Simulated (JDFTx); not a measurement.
# ClBr (bromine chloride) in JDFTx: settings compared

One molecule, ClBr (bromine chloride), is run at these levels: PBEsol, revPBE; tasks: relaxation of the atoms, single point.

Program: JDFTx 1.7.0 (patched build). These are calculated values, not measurements. Logs are shortened: lines on timing, memory, paths and dates and some standing lists are left out, and cuts for length are marked. The log counts tension as positive stress, the text compression.

**1. Starting point**

The cell holds a molecule in a box, 2 atoms: a = 9.000 Å, b = 9.000 Å, c = 12.000 Å, α = 90.00°, β = 90.00°, γ = 90.00°.

**2. Relaxation of the atoms, PBEsol (atoms moved at random, drawn with an rms of 0.05 Å)**

Contents of BrCl.in:

```
lattice \
   17.0075351216     0.0000000000     0.0000000000 \
    0.0000000000    17.0075351216     0.0000000000 \
    0.0000000000     0.0000000000    22.6767134955
coords-type Lattice
ion Cl     0.5029210000     0.5031890000     0.4146430000 1
ion Br     0.5022080000     0.4990500000     0.5908570000 1

ion-species pseudo/Cl.upf
ion-species pseudo/Br.upf
elec-cutoff 29
elec-ex-corr gga-PBEsol
kpoint-folding 1 1 1
elec-n-bands 7
electronic-minimize nIterations 100 energyDiffThreshold 1e-07
coulomb-interaction Isolated
coulomb-truncation-embed 0.502564 0.501119 0.502750
core-overlap-check none
forces-output-coords Cartesian
ionic-minimize nIterations 40 energyDiffThreshold 1e-6 knormThreshold 1e-4

dump-name run.$VAR
dump End Ecomponents EigStats BandEigs Kpoints Forces
```

Potentials or basis: PseudoDojo-SR-PBEsol-0.4.1-standard with smoothed tails.

Command:

```bash
> jdftx -c 1 -i BrCl.in -o BrCl.out
```

The log of the run:

```text
*************** JDFTx 1.7.0 (patched build) ***************

Input parsed successfully to the following command list (including defaults):
[... the input with its defaults ...]

---------- Setting up symmetries ----------

Found 16 point-group symmetries of the bravais lattice
Found 1 space-group symmetries with basis
Applied RMS atom displacement 0 bohrs to make symmetries exact.

---------- Initializing the Grid ----------
R =
[      17.0075            0            0  ]
[            0      17.0075            0  ]
[            0            0      22.6767  ]
unit cell volume = 6559.38
G =
[   0.369435          0          0  ]
[          0   0.369435          0  ]
[          0          0   0.277077  ]
Minimum fftbox size, Smin = [  84  84  112  ]
Chosen fftbox size, S = [  84  84  112  ]

---------- Exchange Correlation functional ----------
Initalized PBEsol GGA exchange.
Initalized PBEsol GGA correlation.

---------- Setting up pseudopotentials ----------
Width of ionic core gaussian charges (only for fluid interactions / plotting) set to 0

Reading pseudopotential file 'pseudo/Cl.upf':
  'Cl' pseudopotential, 'PBESOL' functional
  Generated using ONCVPSP code by D. R. Hamann
  7 valence electrons, 2 orbitals, 6 projectors, 1001 radial grid points, with lMax = 2
    3S    l: 0   occupation:  2.0   eigenvalue: -0.757712
    3P    l: 1   occupation:  5.0   eigenvalue: -0.314633
  Core radius for overlap checks: 1.71 bohrs.

Reading pseudopotential file 'pseudo/Br.upf':
  'Br' pseudopotential, 'PBESOL' functional
  Generated using ONCVPSP code by D. R. Hamann
  7 valence electrons, 2 orbitals, 6 projectors, 1001 radial grid points, with lMax = 2
    4S    l: 0   occupation:  2.0   eigenvalue: -0.739906
    4P    l: 1   occupation:  5.0   eigenvalue: -0.288675
  Core radius for overlap checks: 1.88 bohrs.

Initialized 2 species with 2 total atoms.

Folded 1 k-points by 1x1x1 to 1 k-points.

---------- Setting up k-points, bands, fillings ----------
No reducable k-points.
Computing the number of bands and number of electrons
Calculating initial fillings.
nElectrons:  14.000000   nBands: 7   nStates: 1

----- Setting up reduced wavefunction bases (one per k-point) -----
average nbasis = 48919.000 , ideal nbasis = 48927.594

---------- Setting up coulomb interaction ----------
Setting up double-sized grid for truncated Coulomb potentials:
R =
[      34.0151            0            0  ]
[            0      34.0151            0  ]
[            0            0      45.3534  ]
unit cell volume = 52475
G =
[   0.184718          0          0  ]
[          0   0.184718          0  ]
[          0          0   0.138538  ]
Chosen fftbox size, S = [  168  168  224  ]
Integer grid location selected as the embedding center:
   Grid: [  42  42  56  ]
   Lattice: [  0.502564  0.501119  0.50275  ]
   Cartesian: [  8.54737  8.5228  11.4007  ]
Constructing Wigner-Seitz cell: 6 faces (6 quadrilaterals, 0 hexagons)
Range-separation parameter for embedded mesh potentials due to point charges: 0.567664 bohrs.
Constructing Wigner-Seitz cell: 6 faces (6 quadrilaterals, 0 hexagons)
Gaussian width for range separation: 1.79207 bohrs.
FFT grid for long-range part: [ 168 168 224 ].
Planning fourier transform ... Done.
Computing truncated long-range part in real space ... Done.
Adding short-range part in reciprocal space ... Done.

---------- Allocating electronic variables ----------
Initializing wave functions:  linear combination of atomic orbitals
Cl pseudo-atom occupations:   s ( 2 )  p ( 5 )
Br pseudo-atom occupations:   s ( 2 )  p ( 5 )
	FillingsUpdate:  mu: -0.217181755  nElectrons: 14.000000
LCAOMinimize: Iter:   0  Etot: -28.4795007009421397  |grad|_K:  1.337e-02  alpha:  1.000e+00
	FillingsUpdate:  mu: -0.215756360  nElectrons: 14.000000
LCAOMinimize: Iter:   1  Etot: -28.4835946336850796  |grad|_K:  4.095e-03  alpha:  4.899e-01  linmin: -1.022e-01  cgtest:  2.216e-01
	FillingsUpdate:  mu: -0.213484613  nElectrons: 14.000000
LCAOMinimize: Iter:   2  Etot: -28.4840234074438428  |grad|_K:  9.048e-04  alpha:  6.213e-01  linmin:  2.617e-02  cgtest: -2.207e-01
	FillingsUpdate:  mu: -0.213349743  nElectrons: 14.000000
LCAOMinimize: Iter:   3  Etot: -28.4840367330143494  |grad|_K:  1.500e-04  alpha:  4.231e-01  linmin:  3.055e-04  cgtest:  4.310e-01
LCAOMinimize: Encountered beta<0, resetting CG.
LCAOMinimize: None of the convergence criteria satisfied after 3 iterations.

-------- Electronic minimization -----------
ElecMinimize: Iter:   0  Etot: -28.484036733014300  |grad|_K:  4.477e-04  alpha:  1.000e+00
ElecMinimize: Iter:   1  Etot: -28.539336106468717  |grad|_K:  2.254e-04  alpha:  8.054e-01  linmin:  2.773e-04
ElecMinimize: Iter:   2  Etot: -28.551695836513474  |grad|_K:  1.337e-04  alpha:  7.103e-01  linmin: -3.836e-04
ElecMinimize: Iter:   3  Etot: -28.557101944040149  |grad|_K:  5.974e-05  alpha:  8.823e-01  linmin: -6.861e-04
ElecMinimize: Iter:   4  Etot: -28.558019393535186  |grad|_K:  3.214e-05  alpha:  7.502e-01  linmin: -1.030e-05
ElecMinimize: Iter:   5  Etot: -28.558282925748841  |grad|_K:  1.391e-05  alpha:  7.451e-01  linmin: -4.816e-05
ElecMinimize: Iter:   6  Etot: -28.558334583431872  |grad|_K:  8.194e-06  alpha:  7.802e-01  linmin: -7.304e-06
ElecMinimize: Iter:   7  Etot: -28.558350922167936  |grad|_K:  3.618e-06  alpha:  7.107e-01  linmin: -6.174e-06
ElecMinimize: Iter:   8  Etot: -28.558355071145435  |grad|_K:  1.808e-06  alpha:  9.258e-01  linmin: -2.802e-05
ElecMinimize: Iter:   9  Etot: -28.558355908075505  |grad|_K:  1.090e-06  alpha:  7.480e-01  linmin: -8.298e-07
ElecMinimize: Iter:  10  Etot: -28.558356210928864  |grad|_K:  5.733e-07  alpha:  7.450e-01  linmin: -4.136e-06
ElecMinimize: Iter:  11  Etot: -28.558356304063096  |grad|_K:  2.947e-07  alpha:  8.274e-01  linmin: -9.334e-06
ElecMinimize: Iter:  12  Etot: -28.558356326456163  |grad|_K:  1.399e-07  alpha:  7.530e-01  linmin:  9.367e-06
ElecMinimize: Converged (|Delta Etot|<1.000000e-07 for 2 iters).
Setting wave functions to eigenvectors of Hamiltonian

# Ionic positions in lattice coordinates:
ion Cl   0.502921000000000   0.503189000000000   0.414643000000000 1
ion Br   0.502208000000000   0.499050000000000   0.590857000000000 1

# Forces in Cartesian coordinates:
force Cl   0.000019314416983   0.000141798436863  -0.008404901607856 1
force Br  -0.000026211655552  -0.000148393473555   0.008376416962294 1

# Energy components:
   Eewald =       12.2604434903628796
       EH =       35.9434297013144288
     Eloc =      -85.1136858413481576
      Enl =        4.4718538372126826
      Exc =       -9.5062327027921096
 Exc_core =        3.5032516781313561
       KE =        9.8825835106627569
-------------------------------------
     Etot =      -28.5583563264561633

IonicMinimize: Iter:   0  Etot: -28.558356326456163  |grad|_K:  4.845e-03

#--- Lowdin population analysis ---
# oxidation-state Cl -0.041
# oxidation-state Br +0.123

-------- Electronic minimization -----------
ElecMinimize: Iter:   0  Etot: -28.558440666800507  |grad|_K:  9.580e-06  alpha:  1.000e+00
ElecMinimize: Iter:   1  Etot: -28.558463221106106  |grad|_K:  4.263e-06  alpha:  7.177e-01  linmin: -2.690e-05
ElecMinimize: Iter:   2  Etot: -28.558466945038923  |grad|_K:  1.945e-06  alpha:  5.984e-01  linmin:  2.222e-08
ElecMinimize: Iter:   3  Etot: -28.558468181035327  |grad|_K:  1.099e-06  alpha:  9.539e-01  linmin:  1.413e-05
ElecMinimize: Iter:   4  Etot: -28.558468490246561  |grad|_K:  6.133e-07  alpha:  7.482e-01  linmin: -2.574e-06
ElecMinimize: Iter:   5  Etot: -28.558468585247184  |grad|_K:  2.554e-07  alpha:  7.375e-01  linmin:  2.801e-06
ElecMinimize: Iter:   6  Etot: -28.558468600435713  |grad|_K:  1.386e-07  alpha:  6.800e-01  linmin:  5.305e-05
ElecMinimize: Converged (|Delta Etot|<1.000000e-07 for 2 iters).
Setting wave functions to eigenvectors of Hamiltonian

# Ionic positions in lattice coordinates:
ion Cl   0.502922338408894   0.503197531274766   0.414272987860157 1
ion Br   0.502206661591106   0.499041468725234   0.591227012139843 1

# Forces in Cartesian coordinates:
force Cl   0.000008485587109   0.000084023937265  -0.005021260004187 1
force Br  -0.000015511899789  -0.000089841408933   0.005087073345537 1

# Energy components:
   Eewald =       12.2091704799765761
       EH =       35.8956998953918927
     Eloc =      -85.0092211221889187
      Enl =        4.4708081662131800
      Exc =       -9.5032406398196656
 Exc_core =        3.5032515989056572
       KE =        9.8750630210855626
-------------------------------------
     Etot =      -28.5584686004357131

IonicMinimize: Iter:   1  Etot: -28.558468600435713  |grad|_K:  2.918e-03  alpha:  1.000e+00  linmin: -1.000e+00

#--- Lowdin population analysis ---
# oxidation-state Cl -0.042
# oxidation-state Br +0.122

-------- Electronic minimization -----------
ElecMinimize: Iter:   0  Etot: -28.558473493672608  |grad|_K:  1.425e-05  alpha:  1.000e+00
ElecMinimize: Iter:   1  Etot: -28.558523591157059  |grad|_K:  6.333e-06  alpha:  7.206e-01  linmin: -4.318e-05
ElecMinimize: Iter:   2  Etot: -28.558531813487782  |grad|_K:  2.894e-06  alpha:  5.987e-01  linmin: -2.494e-07
ElecMinimize: Iter:   3  Etot: -28.558534552297303  |grad|_K:  1.650e-06  alpha:  9.548e-01  linmin:  1.925e-05
ElecMinimize: Iter:   4  Etot: -28.558535252422757  |grad|_K:  9.200e-07  alpha:  7.506e-01  linmin: -1.242e-06
ElecMinimize: Iter:   5  Etot: -28.558535466973186  |grad|_K:  3.837e-07  alpha:  7.402e-01  linmin:  5.869e-06
ElecMinimize: Iter:   6  Etot: -28.558535501132610  |grad|_K:  2.089e-07  alpha:  6.775e-01  linmin:  1.024e-05
ElecMinimize: Iter:   7  Etot: -28.558535513441022  |grad|_K:  9.322e-08  alpha:  8.236e-01  linmin:  1.299e-05
ElecMinimize: Converged (|Delta Etot|<1.000000e-07 for 2 iters).
Setting wave functions to eigenvectors of Hamiltonian

# Ionic positions in lattice coordinates:
ion Cl   0.502923728978657   0.503210281001076   0.413712487921014 1
ion Br   0.502205271021343   0.499028718998924   0.591787512078986 1

# Forces in Cartesian coordinates:
force Cl  -0.000003958107720   0.000002174235075  -0.000295088043285 1
force Br  -0.000001376422440  -0.000006144962819   0.000248093924609 1

# Energy components:
   Eewald =       12.1323135622308342
       EH =       35.8240409823480093
     Eloc =      -84.8527222433072836
      Enl =        4.4693746048047300
      Exc =       -9.4988128939291627
 Exc_core =        3.5032514547219340
       KE =        9.8640190196899180
-------------------------------------
     Etot =      -28.5585355134410221

IonicMinimize: Iter:   2  Etot: -28.558535513441022  |grad|_K:  1.568e-04  alpha:  1.000e+00  linmin: -9.962e-01

#--- Lowdin population analysis ---
# oxidation-state Cl -0.043
# oxidation-state Br +0.121

-------- Electronic minimization -----------
ElecMinimize: Iter:   0  Etot: -28.558535517649005  |grad|_K:  8.034e-07  alpha:  1.000e+00
ElecMinimize: Iter:   1  Etot: -28.558535676455072  |grad|_K:  3.616e-07  alpha:  7.185e-01  linmin: -7.137e-07
ElecMinimize: Iter:   2  Etot: -28.558535703512099  |grad|_K:  1.669e-07  alpha:  6.045e-01  linmin:  2.390e-05
ElecMinimize: Iter:   3  Etot: -28.558535712684748  |grad|_K:  9.526e-08  alpha:  9.617e-01  linmin: -9.724e-05
ElecMinimize: Converged (|Delta Etot|<1.000000e-07 for 2 iters).
Setting wave functions to eigenvectors of Hamiltonian

# Ionic positions in lattice coordinates:
ion Cl   0.502923488313370   0.503210920514323   0.413680658240363 1
ion Br   0.502205511686630   0.499028079485677   0.591819341759637 1

# Forces in Cartesian coordinates:
force Cl  -0.000004843357445  -0.000004276528994   0.000049853550576 1
force Br  -0.000000713024689  -0.000001412345978  -0.000017971357891 1

# Energy components:
   Eewald =       12.1279782856079148
       EH =       35.8200106384391361
     Eloc =      -84.8439020788218414
      Enl =        4.4692737479553486
      Exc =       -9.4985651187958560
 Exc_core =        3.5032514458617663
       KE =        9.8634173670687879
-------------------------------------
     Etot =      -28.5585357126847477

IonicMinimize: Iter:   3  Etot: -28.558535712684748  |grad|_K:  1.963e-05  alpha:  1.000e+00  linmin:  8.981e-01
IonicMinimize: Converged (|grad|_K<1.000000e-04).

#--- Lowdin population analysis ---
# oxidation-state Cl -0.043
# oxidation-state Br +0.121

Dumping 'run.eigStats' ...
	eMin: -0.836354 at state 0 ( [ +0.000000 +0.000000 +0.000000 ] spin 0 )
	HOMO: -0.257299 at state 0 ( [ +0.000000 +0.000000 +0.000000 ] spin 0 )
	mu  : unavailable
	LUMO: unavailable
	eMax: -0.257299 at state 0 ( [ +0.000000 +0.000000 +0.000000 ] spin 0 )
	HOMO-LUMO gap: unavailable
	Optical gap  : unavailable
Done!
[note: without smearing the FillingsUpdate lines are those of the first guess, not of the final state]
```

Run time: 1.7 min. Hardware: 1 thread of Intel Xeon Platinum 8488C (Sapphire Rapids), shared host; peak memory 0.38 GiB.

Results:

| Item | Value |
| --- | --- |
| Free energy | -777.1173 eV |
| Energy gained by relaxing | 2.4 meV/atom |
| Ionic steps | 4 |

Forces in eV/Å, atoms in the order of the input:
```
Cl   0.000  0.000  0.003
Br   0.000  0.000 -0.001
```

Step by step:
```csv
step,energy change (eV),largest force (eV/Å)
1,0.0000,0.4323
2,-0.0031,0.2616
3,-0.0049,0.0152
4,-0.0049,0.0026
```

Final structure:
```
CELL_PARAMETERS angstrom
8.99998 0.00000 0.00000
0.00000 8.99998 0.00000
0.00000 0.00000 11.99999
ATOMIC_POSITIONS crystal
Cl 0.50292 0.50321 0.41368
Br 0.50221 0.49903 0.59182
```

Caveat: forces may be off by hundredths of an eV/Å.

**3. Single point, revPBE**

Contents of BrCl.in:

```
lattice \
    9.0000000000     0.0000000000     0.0000000000 \
    0.0000000000     9.0000000000     0.0000000000 \
    0.0000000000     0.0000000000    12.0000000000
latt-scale 1.889726124626 1.889726124626 1.889726124626
coords-type Lattice
ion Cl     0.5014444400     0.5023333300     0.4138306200 1
ion Br     0.5014444400     0.5023333300     0.5918360400 1

ion-species pseudo/Cl.upf
ion-species pseudo/Br.upf
elec-cutoff 29
elec-ex-corr gga-x-pbe-r gga-c-pbe
kpoint-folding 1 1 1
elec-n-bands 13
electronic-minimize nIterations 100 energyDiffThreshold 1e-07
coulomb-interaction Isolated
coulomb-truncation-embed 0.501444 0.502333 0.502833
core-overlap-check none
converge-empty-states yes
forces-output-coords Cartesian

dump-name run.$VAR
dump End Ecomponents EigStats BandEigs Kpoints Forces Dipole
```

Potentials or basis: PseudoDojo-SR-PBE-0.5-standard with smoothed tails.

Command:

```bash
> jdftx -c 1 -i BrCl.in -o BrCl.out
```

The log of the run:

```text
*************** JDFTx 1.7.0 (patched build) ***************

Input parsed successfully to the following command list (including defaults):

basis kpoint-dependent
converge-empty-states yes
coords-type Lattice
core-overlap-check none
coulomb-interaction Isolated
coulomb-truncation-embed 0.501444 0.502333 0.502833
davidson-band-ratio 1.1
dump End Forces BandEigs EigStats Ecomponents Dipole Kpoints
dump-name run.$VAR
elec-cutoff 29
elec-eigen-algo Davidson
elec-ex-corr gga-x-pbe-r gga-c-pbe
elec-n-bands 13 1
electronic-minimize  \
	dirUpdateScheme      FletcherReeves \
	linminMethod         DirUpdateRecommended \
	nIterations          100 \
	history              15 \
	knormThreshold       0 \
	maxThreshold         no \
	energyDiffThreshold  1e-07 \
	nEnergyDiff          2 \
	convergeAll          no \
	alphaTstart          1 \
	alphaTmin            1e-10 \
	updateTestStepSize   yes \
	alphaTreduceFactor   0.1 \
	alphaTincreaseFactor 3 \
	nAlphaAdjustMax      3 \
	wolfeEnergy          0.0001 \
	wolfeGradient        0.9 \
	abortOnFailedStep    no \
	fdTest               no
exchange-regularization None
[... 203 lines left out ...]
ElecMinimize: Iter:   2  Etot: -28.543487573884256  |grad|_K:  9.347e-05  alpha:  6.916e-01  linmin: -2.310e-04
	SubspaceRotationAdjust: set factor to 1.21
ElecMinimize: Iter:   3  Etot: -28.548299010632487  |grad|_K:  4.129e-05  alpha:  8.597e-01  linmin: -1.641e-04
	SubspaceRotationAdjust: set factor to 1.28
ElecMinimize: Iter:   4  Etot: -28.549140050011651  |grad|_K:  2.281e-05  alpha:  7.716e-01  linmin:  3.825e-06
	SubspaceRotationAdjust: set factor to 1.33
ElecMinimize: Iter:   5  Etot: -28.549384470510226  |grad|_K:  1.014e-05  alpha:  7.389e-01  linmin:  2.836e-05
	SubspaceRotationAdjust: set factor to 1.37
ElecMinimize: Iter:   6  Etot: -28.549435407955659  |grad|_K:  6.165e-06  alpha:  7.790e-01  linmin:  2.438e-05
	SubspaceRotationAdjust: set factor to 1.45
ElecMinimize: Iter:   7  Etot: -28.549452313145277  |grad|_K:  2.679e-06  alpha:  7.003e-01  linmin:  2.543e-05
	SubspaceRotationAdjust: set factor to 1.55
ElecMinimize: Iter:   8  Etot: -28.549456565296598  |grad|_K:  1.302e-06  alpha:  9.340e-01  linmin:  1.843e-05
	SubspaceRotationAdjust: set factor to 1.66
ElecMinimize: Iter:   9  Etot: -28.549457361550324  |grad|_K:  7.821e-07  alpha:  7.405e-01  linmin:  2.453e-06
	SubspaceRotationAdjust: set factor to 1.8
ElecMinimize: Iter:  10  Etot: -28.549457648298429  |grad|_K:  4.095e-07  alpha:  7.376e-01  linmin:  3.700e-06
	SubspaceRotationAdjust: set factor to 1.89
ElecMinimize: Iter:  11  Etot: -28.549457732120839  |grad|_K:  2.043e-07  alpha:  7.874e-01  linmin:  2.763e-06
	SubspaceRotationAdjust: set factor to 2.05
ElecMinimize: Iter:  12  Etot: -28.549457751801704  |grad|_K:  9.960e-08  alpha:  7.425e-01  linmin:  1.077e-06
ElecMinimize: Converged (|Delta Etot|<1.000000e-07 for 2 iters).
Setting wave functions to eigenvectors of Hamiltonian
Converging empty states (this may take a while): |deigs|: 2.490e-02

# Ionic positions in lattice coordinates:
ion Cl   0.501444440000000   0.502333330000000   0.413830620000000 1
ion Br   0.501444440000000   0.502333330000000   0.591836040000000 1

# Forces in Cartesian coordinates:
force Cl   0.000000000000000   0.000000000000000  -0.008760999181388 1
force Br   0.000000000000000   0.000000000000000   0.008738886421922 1

# Energy components:
   Eewald =       12.1389952312705987
       EH =       35.8568894828833820
     Eloc =      -84.8020783628499260
      Enl =        4.3844168457493895
      Exc =       -9.6285271403207986
 Exc_core =        3.6088714611350063
       KE =        9.8919747303306380
-------------------------------------
     Etot =      -28.5494577518017039

IonicMinimize: Iter:   0  Etot: -28.549457751801704  |grad|_K:  5.052e-03
IonicMinimize: None of the convergence criteria satisfied after 0 iterations.

#--- Lowdin population analysis ---
# oxidation-state Cl -0.046
# oxidation-state Br +0.124

Dumping 'run.eigStats' ...
	eMin: -0.835432 at state 0 ( [ +0.000000 +0.000000 +0.000000 ] spin 0 )
	HOMO: -0.256503 at state 0 ( [ +0.000000 +0.000000 +0.000000 ] spin 0 )
	mu  : -0.196041
	LUMO: -0.160751 at state 0 ( [ +0.000000 +0.000000 +0.000000 ] spin 0 )
	eMax: +0.037639 at state 0 ( [ +0.000000 +0.000000 +0.000000 ] spin 0 )
	HOMO-LUMO gap: +0.095752
	Optical gap  : +0.095752 at state 0 ( [ +0.000000 +0.000000 +0.000000 ] spin 0 )
Done!
[note: without smearing the FillingsUpdate lines are those of the first guess, not of the final state]
```

Wall time 56 s (1 thread of Intel Xeon Platinum 8488C (Sapphire Rapids), shared host); peak memory 0.44 GiB.

Results:

| Quantity | Value |
| --- | --- |
| Free energy | -776.8703 eV |
| Largest force | 0.451 eV/Å |
| Gap between the frontier levels | 2.61 eV |

Forces in eV/Å, atoms in the order of the input:
```
Cl   0.000  0.000 -0.451
Br   0.000  0.000  0.449
```

Caveat: forces may be off by hundredths of an eV/Å; the potentials were made for another functional, which shifts forces and pressure.
